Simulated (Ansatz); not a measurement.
Working through energies of removing a hydrogen of C₂H₇AlO, SMILES [CH3][AlH][CH2]O

With Ansatz 0.2.0, Python API.

Interactive session:
```pycon
>>> import ansatz as az
>>> BASIS_SET = "6-31G"
>>> XC = "cam_b3lyp"
>>> def energy_of(molecule, charge=0, unpaired=0):
...     calc = molecule.calculation().basis(gaussian=BASIS_SET).functional(XC).scf(lower_state_search="light")
...     if charge:
...         calc = calc.charge(charge)
...     if unpaired:
...         calc = calc.spin("collinear", total=unpaired)
...     return calc.run(threads=1).report["free_energy_ev"]
...
>>> def without(molecule, index):
...     rest = az.Crystal.molecule()
...     for i, site in enumerate(molecule.cartesian_sites):
...         if i != index:
...             rest = rest.atom(site.symbol, site.position_ang)
...     return rest
...
>>> mol = (
...     az.Crystal.molecule()
...     .atom("C", (-1.7639, 0.6316, -0.2774))
...     .atom("Al", (-0.3772, -0.3023, 0.6789))
...     .atom("C", (1.5022, -0.043, 0.1305))
...     .atom("O", (2.1771, -1.2558, -0.2379))
...     .atom("H", (-2.5072, -0.0612, -0.7664))
...     .atom("H", (-2.3674, 1.3358, 0.4227))
...     .atom("H", (-1.3335, 1.309, -1.0785))
...     .atom("H", (-0.7045, -1.2709, 1.871))
...     .atom("H", (1.6037, 0.711, -0.6433))
...     .atom("H", (2.0909, 0.358, 1.0414))
...     .atom("H", (1.7451, -1.4693, -1.1205))
... )
>>> whole = energy_of(mol, 0)
>>> hydrogen = energy_of(az.Crystal.molecule().atom("H", (0, 0, 0)), 0, 1)
>>> print(f"E(molecule) = {whole:.5f} eV, E(H) = {hydrogen:.5f} eV")
E(molecule) = -10826.82262 eV, E(H) = -13.51936 eV
>>> for index in [6, 7, 9]:
...     radical = energy_of(without(mol, index), 0, 1)
...     print(f"H{index}: homolysis {23.060548 * (radical + hydrogen - whole):.1f} kcal/mol")
...
H6: homolysis 114.6 kcal/mol
H7: homolysis 85.0 kcal/mol
H9: homolysis 104.3 kcal/mol
```

What to keep in mind:
- These settings explore the input space; basis and method may be short of convergence.
- The geometry is a force-field or estimated start, not a minimum of this method, and the basis set is short of its limit. All parts are taken at fixed geometry, without zero-point energy.
- Timing: 16 s on 1 thread of Arm Neoverse V1, on a shared host, peak memory 0.21 GiB.
